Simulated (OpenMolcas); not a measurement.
**CH3FSn (SMILES [CH3][Sn][F]): a first try and a second**

Aim: the energy of CH3FSn at ACPF/def2-SVP (core potential).

Program for the calculation: OpenMolcas 26.06.

## (1) The molecule

CH3FSn has 6 atoms, charge 0, and is taken as a singlet. SMILES: `[CH3][Sn][F]`. The coordinates come from a PBE0-D4/def2-TZVP relaxation.

Bond lengths: C1–Sn2 2.175 Å, Sn2–F3 1.952 Å, C1–H4 1.094 Å, C1–H5 1.094 Å, C1–H6 1.092 Å. Angles: C1–Sn2–F3 92.9°, Sn2–C1–H4 108.9°, Sn2–C1–H5 108.8°, Sn2–C1–H6 113.1°, H4–C1–H5 107.3°, H4–C1–H6 109.3°, H5–C1–H6 109.2°.

## (2) The input as first written

test.inp reads:

```
* CH3FSn ACPF
>>> EXPORT MOLCAS_PRINT=2

&GATEWAY
  COORD
  6
  bohr
  C     -0.73661524     0.79595264    -0.53460352
  Sn     0.48584859    -1.17257506     2.86028946
  F      3.06437988    -3.08800146     1.04709725
  H     -1.29427342    -0.60055496    -1.95378784
  H      0.86568354     1.85079777    -1.30750151
  H     -2.30546587     2.09324963    -0.19879919
  BASIS=def2-SVP
  GROUP=NoSym

&SEWARD

&SCF
  PRORBITALS=1 1
  Functional=PBE

&MOTRA
  FROZEN=6

&GUGA
  ELECTRONS=28
  SPIN=1
  INACTIVE=14
  ACTIVE=0
  CIALL=1

&CPF
  ACPF
```

Run with:

```
$ export MOLCAS_MEM=1860
$ pymolcas test.inp > test.log
```

What it wrote:

```text
--- Start Module: gateway ---

                                              &GATEWAY

                       available to each process: 1.9 GB of memory, 1 thread

++    Symmetry information:
      ---------------------

                    Character Table for C1

                             E
                    a        1  x, y, xy, Rz, z, xz, Ry, yz, Rx, I
--

++    Basis set information:
      ----------------------

      Basis set label: C.DEF2-SVP.........

      Electronic valence basis set:
      ------------------
      Associated Effective Charge   6.000000 au
      Associated Actual Charge      6.000000 au
      Nuclear Model: Point charge

      Shell  nPrim  nBasis  Cartesian Spherical Contaminant
         s       7       3        X
         p       4       2        X
         d       1       1                 X

      Basis set label: SN.DEF2-SVP....ECP.....

[... 120 lines left out ...]
                   Integrals are discarded if absolute value <: 1.00E-14
                   Integral cutoff threshold is set to       <: 1.00E-16

            Nuclear Potential Energy            121.88713104 au

      Basis set specifications :
      Symmetry species         a
      Basis functions           69

--- Stop Module: seward /rc=_RC_ALL_IS_WELL_ ---
--- Module seward spent 1 second ---

--- Start Module: scf ---

                                                &SCF

                       available to each process: 1.9 GB of memory, 1 thread

 Unidentified key word:Functional
 >>>>> Input file for module SCF  <<<<<
PRORBITALS
1 1
 ******   Error  *******
Functional

 ###############################################################################
 ###    ERROR: Error in FindErrorLine                                        ###
 ###############################################################################
--- Stop Module: scf /rc=_RC_INPUT_ERROR_ ---

.####################.
.# User input error #.
.####################.

    Timing: Wall=1.77 User=1.36 System=0.40
```

Run time: 2 s. Hardware: 1 thread of Arm Neoverse V1, shared host; peak memory 0.41 GiB.

## (3) Reading the log

The job stopped with an error part of the way.

The log says `ERROR: Error in FindErrorLine`. The cause is that the input text is malformed or holds a word that the program doesn't know (`Functional=PBE`).

## (4) Try two

test.inp reads:

```
* CH3FSn ACPF

&GATEWAY
 Coord
 6
 bohr
 C     -0.73661524     0.79595264    -0.53460352
 Sn     0.48584859    -1.17257506     2.86028946
 F      3.06437988    -3.08800146     1.04709725
 H     -1.29427342    -0.60055496    -1.95378784
 H      0.86568354     1.85079777    -1.30750151
 H     -2.30546587     2.09324963    -0.19879919
 Basis=def2-SVP
 Group=NoSym

&SEWARD

&SCF
 PrOrbitals=1 2

&MOTRA
 Frozen=6

&GUGA
 Electrons=28
 Spin=1
 Inactive=14
 Active=0
 CIAll=1

&CPF
 ACPF
```

Run with:

```
$ export MOLCAS_MEM=1860
$ pymolcas test.inp > test.log
```

What it wrote:

```text
--- Start Module: gateway ---
[...]
--- Stop Module: gateway /rc=_RC_ALL_IS_WELL_ ---
[...]
      Basis functions           69
[...]
       Convergence after  11 Iterations
[...]
::    Total SCF energy                               -352.3101168646
[...]
      Total spin, S                                     0.0000000000
[...]
      *** WARNING: Default frozen orbitals is overwritten by user input.
      *** Default values:   2
[...]
--- Start Module: guga ---
[...]
--- Stop Module: guga /rc=_RC_ALL_IS_WELL_ ---
--- Start Module: cpf ---
[...]
      Active orbitals                            0       0
[...]
      Spin quantum number                      0.0
[...]
     FINAL ACPF ENERGY        -352.77004933
     FINAL CORRELATION ENERGY   -0.45993246  REFERENCE ENERGY    -352.31011686
[...]
      Title:  ACPF natural orbitals
[...]
      Total electronic charge=   40.000000
      Total            charge=    0.000000
[...]
      Dipole Moment (debye):
      Origin of the operator (angstrom)=    0.3606   -0.6406    1.2134
                   X= -1.6811E+00               Y=  1.3254E+00               Z=  8.8055E-01           Total=  2.3148E+00
      Quadrupole Moment (debye*angstrom):
[...]
--- Stop Module: cpf /rc=_RC_ALL_IS_WELL_ ---
[...]
```

Wall time 18 s (1 thread of Arm Neoverse V1, shared host); peak memory 0.41 GiB.

## (5) What came out

At ACPF/def2-SVP (core potential):

| quantity | value |
| --- | --- |
| total energy | -352.77005 Eh |
| dipole moment (mean-field density) | 2.99 D |
| HOMO energy (Hartree–Fock orbitals) | -8.89 eV |
| LUMO energy (Hartree–Fock orbitals) | 0.32 eV |
| HOMO–LUMO gap (Hartree–Fock orbitals) | 9.21 eV |
| correlation energy (6 core orbitals frozen) | -459.9 mEh |

In words: Mulliken charges of the mean-field density run from -0.62 on F3 to +0.88 on Sn2; they depend strongly on the basis.
